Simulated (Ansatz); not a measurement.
# NiO2: the cost of one run

Program: Ansatz 0.2.0. Level of theory: DFT PBEsol, scalar-relativistic, plane waves, PAW. These are calculated values, not measurements.

1 further run of the same task is left out (set aside as unsound or not needed).

## Step 1: The starting structure

Symmetry: P-3m1, No. 164, trigonal system. Conventional cell: a = 2.785 Å, b = 2.785 Å, c = 4.879 Å, α = 90.00°, β = 90.00°, γ = 120.00°. Around Ni (site symmetry -3m) lie 6 O at 1.86 Å. O (site symmetry 3m) is surrounded by 3 Ni at 1.86 Å.

As a file:

```xyz
3
Lattice="2.7845 0.0000 0.0000 -1.3923 2.4115 0.0000 0.0000 0.0000 4.8789" Properties=species:S:1:pos:R:3 pbc="T T T"
Ni    0.0000    0.0000    2.4395
O     1.3923    0.8038    3.3723
O     0.0000    1.6076    1.5066
```

It goes back to an entry of the Materials Project, which need not be the stable form.

This cell was relaxed beforehand with the same method: volume 10.92 Å³/atom, gap on the mesh 1.04 eV.

## Step 2: Bands, states and charges

File input.yaml:

```yaml
crystal:
  lattice:
    - [2.784525755, 0.0, 0.0]
    - [-1.3922628775, 2.4114700413, 0.0]
    - [0.0, 0.0, 4.8789139732]
  atoms:
    - { symbol: Ni, position: [0.0, 0.0, 0.5] }
    - { symbol: O, position: [0.6666666667, 0.3333333333, 0.6912080179] }
    - { symbol: O, position: [0.3333333333, 0.6666666667, 0.3087919821] }
basis:
  ecutwfc: 420
kpoints:
  mp_grid: { grid: [12, 12, 6] }
  band_path:
    path:
      - [[0.0, 0.0, 0.0], [0.5, 0.0, 0.0], [0.33333333, 0.33333333, 0.0], [0.0, 0.0, 0.0], [0.0, 0.0, 0.5], [0.5, 0.0, 0.5], [0.33333333, 0.33333333, 0.5], [0.0, 0.0, 0.5]]
      - [[0.5, 0.0, 0.5], [0.5, 0.0, 0.0]]
      - [[0.33333333, 0.33333333, 0.5], [0.33333333, 0.33333333, 0.0]]
    npoints: 14
hamiltonian:
  xc: pbesol
scf:
  occupations: { method: gaussian, width: 0.02 }
  n_extra_bands: 7
output:
  forces: true
  stress: true
  eigenvalues: true
  populations: true
  dos: { projected: true, de: 0.02, nscf_kmesh: { grid: [18, 18, 9] } }
  bader: true
```

Run with:

```
$ ansatz run input.yaml --threads 1 --pin off --max-ram 2560MiB --backend cpu --events-out ev --progress --plain --runs-dir out
```

Q: Estimate wall time and peak memory on 1 thread of Intel Xeon 6975P-C (Granite Rapids), shared host.

About 23 s, with a peak of 0.42 GiB.
